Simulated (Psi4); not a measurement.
**GaH3S (SMILES [SH][GaH2]) at PBE0/cc-pVTZ**

What is the vertical singlet–triplet gap of GaH3S at PBE0/cc-pVTZ? 

The results are computed with Psi4 1.11.

1 further run of the same task is left out (set aside as unsound or not needed).

**1. The molecule**

GaH3S: 5 atoms, total charge 0, spin state singlet. As SMILES, `[SH][GaH2]`. The shape is that of a PBE0-D4/def2-TZVP optimisation.

Bond lengths: S1–Ga2 2.199 Å, S1–H3 1.343 Å, Ga2–H4 1.559 Å, Ga2–H5 1.560 Å. Angles: S1–Ga2–H4 115.2°, S1–Ga2–H5 118.1°, Ga2–S1–H3 95.0°, H4–Ga2–H5 126.7°.

**2. Energy and gradient at PBE0/cc-pVTZ**

gah3s.inp

```
memory 1.6 GB

molecule {
  0 1
  S      0.039000    -1.453300     0.684400
  Ga    -0.329300     0.433200    -0.383400
  H      1.263800    -1.108400     1.113300
  H     -1.711200     0.532500    -1.097900
  H      0.787500     1.522400    -0.357800
  symmetry c1
}

set basis cc-pVTZ
set puream true
set e_convergence 1e-09
set d_convergence 1e-08
set scf_type pk
set dft_radial_points 99
set dft_spherical_points 590

energy_value, wavefunction = gradient('pbe0', return_wfn=True)
oeprop(wavefunction, 'LOWDIN_CHARGES', 'MULLIKEN_CHARGES', 'MAYER_INDICES')
```

Launch:

```bash
$ psi4 gah3s.inp gah3s.out -n 1
```

gah3s.out:

```text
[...]
  Running in c1 symmetry.
[...]
  Nuclear repulsion =  158.606457624411775
[...]
  Multiplicity = 1
[...]
  Nalpha       = 25
  Nbeta        = 25
[...]
    Number of basis functions: 119
[...]
   @RKS iter   1: -2322.83285127778481   -1.80487e+00   1.87592e-02 ADIIS/DIIS
[...]
   @RKS iter  12: -2324.52808720152007   -2.59206e-11   3.80045e-09 DIIS
[...]
    Orbital Energies [Eh]
    ---------------------
    Doubly Occupied:
       1A   -372.927386     2A    -89.047584     3A    -46.074932
       4A    -40.789356     5A    -40.785947     6A    -40.785162
       7A     -8.006722     8A     -5.943137     9A     -5.939835
      10A     -5.937476    11A     -5.579400    12A     -3.851495
      13A     -3.842441    14A     -3.839965    15A     -0.879849
      16A     -0.874853    17A     -0.872184    18A     -0.871189
      19A     -0.869122    20A     -0.736896    21A     -0.471773
      22A     -0.411202    23A     -0.328874    24A     -0.314050
      25A     -0.284177
[...]
  @RKS Final Energy: -2324.52808720152007
   => Energetics <=
    Nuclear Repulsion Energy =            158.6064576244117745
    One-Electron Energy =               -3552.0221277138612095
    Two-Electron Energy =                1145.4623121374650054
    DFT Exchange-Correlation Energy =     -76.5747292495353662
    Empirical Dispersion Energy =           0.0000000000000000
    VV10 Nonlocal Energy =                  0.0000000000000000
    Total Energy =                      -2324.5280872015200657
[...]
 Multipole Moments:
 ------------------------------------------------------------------------------------
     Multipole            Electronic (a.u.)      Nuclear  (a.u.)        Total (a.u.)
 ------------------------------------------------------------------------------------
 L = 1.  Multiply by 2.5417464519 to convert [e a0] to [Debye]
 Dipole X            :         -1.5001537            1.7221989            0.2220452
 Dipole Y            :          2.9367118           -2.5438084            0.3929034
 Dipole Z            :         -2.1096292            2.0316173           -0.0780120
 Magnitude           :                                                    0.4579989
[...]
  -Total Gradient:
     Atom            X                  Y                   Z
    ------   -----------------  -----------------  -----------------
       1        0.000782489408     0.000924982882    -0.000059298421
       2        0.000287297608    -0.001082820241     0.000656312037
       3       -0.001006225577    -0.000175808275    -0.000403753918
       4       -0.000313755410     0.000045848454    -0.000176065093
       5        0.000250582058     0.000286723484    -0.000016500423
[...]
  Mulliken Charges: (a.u.)
   Center  Symbol    Alpha    Beta     Spin     Total
       1     S     8.10283  8.10283  0.00000 -0.20566
       2    GA    15.42714 15.42714  0.00000  0.14572
       3     H     0.44465  0.44465  0.00000  0.11069
       4     H     0.51278  0.51278  0.00000 -0.02557
       5     H     0.51259  0.51259  0.00000 -0.02519
   Total alpha = 25.00000, Total beta = 25.00000, Total charge = -0.00000
  Lowdin Charges: (a.u.)
   Center  Symbol    Alpha    Beta     Spin     Total
       1     S     7.85047  7.85047  0.00000  0.29907
[...]
```

It took 2.8 min on 1 thread of Intel Xeon Platinum 8488C (Sapphire Rapids), shared host; peak memory 1.5 GiB.

**3. The triplet: the energy at UPBE0/cc-pVTZ**

gah3s.in

```
memory 1600 MB

molecule mol {
  0 3
  S      0.039000    -1.453300     0.684400
  Ga    -0.329300     0.433200    -0.383400
  H      1.263800    -1.108400     1.113300
  H     -1.711200     0.532500    -1.097900
  H      0.787500     1.522400    -0.357800
  symmetry c1
  no_reorient
  no_com
}

set basis cc-pVTZ
set reference uks
set puream true
set e_convergence 1e-09
set d_convergence 1e-08
set scf_type pk
set dft_radial_points 99
set dft_spherical_points 590
set maxiter 200

energy('pbe0')
```

Launch:

```bash
$ psi4 -n 1 gah3s.in gah3s.out
```

gah3s.out:

```text
[...]
  Running in c1 symmetry.
[...]
  Nuclear repulsion =  158.606457624411803
[...]
  Multiplicity = 3
[...]
  Nalpha       = 26
  Nbeta        = 24
[...]
    Number of basis functions: 119
[...]
   @UKS iter   1: -2322.59940202136067   -1.57142e+00   1.88647e-02 DIIS/ADIIS
[...]
   @UKS iter  21: -2324.35473907098321   -1.13687e-10   8.83619e-09 DIIS
[...]
   @S^2 Observed:                2.011374573E+00
[...]
    Orbital Energies [Eh]
    ---------------------
    Alpha Occupied:
       1A   -372.886134     2A    -89.178504     3A    -46.034929
       4A    -40.748315     5A    -40.747280     6A    -40.745172
       7A     -8.135014     8A     -6.079614     9A     -6.067739
      10A     -6.062628    11A     -5.538241    12A     -3.806064
      13A     -3.805300    14A     -3.799110    15A     -0.875070
      16A     -0.834395    17A     -0.832822    18A     -0.830317
      19A     -0.827162    20A     -0.821605    21A     -0.521771
      22A     -0.467053    23A     -0.427992    24A     -0.357950
      25A     -0.297957    26A     -0.123842
    Alpha Virtual:
[...]
  @UKS Final Energy: -2324.35473907098321
   => Energetics <=
    Nuclear Repulsion Energy =            158.6064576244118030
    One-Electron Energy =               -3551.2408741930403266
    Two-Electron Energy =                1144.8128049722163269
    DFT Exchange-Correlation Energy =     -76.5331274745707191
    Empirical Dispersion Energy =           0.0000000000000000
    VV10 Nonlocal Energy =                  0.0000000000000000
    Total Energy =                      -2324.3547390709832143
[...]
 Multipole Moments:
 ------------------------------------------------------------------------------------
     Multipole            Electronic (a.u.)      Nuclear  (a.u.)        Total (a.u.)
 ------------------------------------------------------------------------------------
 L = 1.  Multiply by 2.5417464519 to convert [e a0] to [Debye]
 Dipole X            :         18.1588781          -17.4690062            0.6898718
 Dipole Y            :         15.2943569          -16.7752878           -1.4809309
 Dipole Z            :          3.4456214           -2.4139362            1.0316853
 Magnitude           :                                                    1.9322148
[...]
```

It took 71 s on 1 thread of Intel Xeon Platinum 8488C (Sapphire Rapids), shared host; peak memory 1.5 GiB.

**4. Results**

At PBE0/cc-pVTZ:

```
                                        quantity           value
                           singlet: total energy  -2324.52809 Eh
                          singlet: dipole moment          1.16 D
                            singlet: HOMO energy        -7.73 eV
                            singlet: LUMO energy        -1.51 eV
                          singlet: HOMO–LUMO gap         6.22 eV
               singlet: largest force on an atom      0.067 eV/Å
                           triplet: total energy  -2324.35474 Eh
                          triplet: dipole moment          4.91 D
     triplet: HOMO energy (highest over α and β)        -3.37 eV
                                   triplet: ⟨S²⟩           2.011
vertical energy of the triplet above the singlet        4.717 eV
```

In words: At this shape the triplet lies 4.72 eV (455 kJ/mol) above the singlet. Mulliken charges (singlet) run from -0.21 on S1 to +0.15 on Ga2; they depend strongly on the basis.
